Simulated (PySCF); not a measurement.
# A diatomic session: Ge2

One table from this session's results is given with a row withheld; the runs are named, their logs left out.

The runs use PySCF 2.14.0; Ge pcseg-1, no relativity.

Set-up of the first run:

Settings of the job:

```yaml
atoms: Ge, Ge
charge: 0
basis: Ge pcseg-1
Hamiltonian: no relativity
basis_functions: 54
electrons_treated: 64
masses_in_u: 73.9212, 73.9212
levels: PBE0, PBE, r²SCAN, BLYP, M06, r²SCANh, HSE06, HF, MP2, SCS-MP2, CCSD, CCSD(T)
grid: 80 radial by 434 angular points
occupations: held fixed by the projection of orbital angular momentum
dissociation_limit: Ge + Ge, each in its ground configuration
starting_distance_in_angstrom: 2.320
values_of_2S_to_try: 0, 2, 4
```

On the command line:

```bash
$ OMP_NUM_THREADS=1 python dia.py task.json out
```

Among the steps run: Input; PBE0 along the bond; Higher solutions at PBE0; PBE (GGA); r²SCAN; BLYP (GGA); M06; r²SCANh (hybrid meta-GGA); HSE06 (range-separated hybrid); UHF; Correlated methods on the Hartree–Fock reference.

One table of the session follows, with a row left open; its other results are not shown here.

It belongs to the step «Constants by level of theory». 

| level | Re (Å) | ωe (cm⁻¹) | De (eV) |
| --- | --- | --- | --- |
| UHF | 2.352 | 329 | 1.38 |
| UHF-MP2 | 2.409 | 287.6 | 2.50 |
| UHF-SCS-MP2 | 2.399 | 295.5 | 2.30 |
| UHF-CCSD | 2.411 | 291.2 | 2.34 |
| UHF-CCSD(T) | 2.426 | 280.8 | 2.49 |
| PBE | 2.430 | 272.8 | 3.18 |
| BLYP | ? | ? | ? |
| r²SCAN | 2.393 | 289.3 | 3.09 |
| r²SCANh | 2.383 | 295.5 | 3.01 |
| PBE0 | 2.389 | 295.0 | 2.95 |
| M06 | 2.404 | 285.6 | 3.10 |
| HSE06 | 2.395 | 291.9 | 3.02 |

Q: Estimate the row for BLYP from the others.

The run gave: Re (Å): 2.457; ωe (cm⁻¹): 260.2; De (eV): 3.05. In the column «Re (Å)» it is the highest.
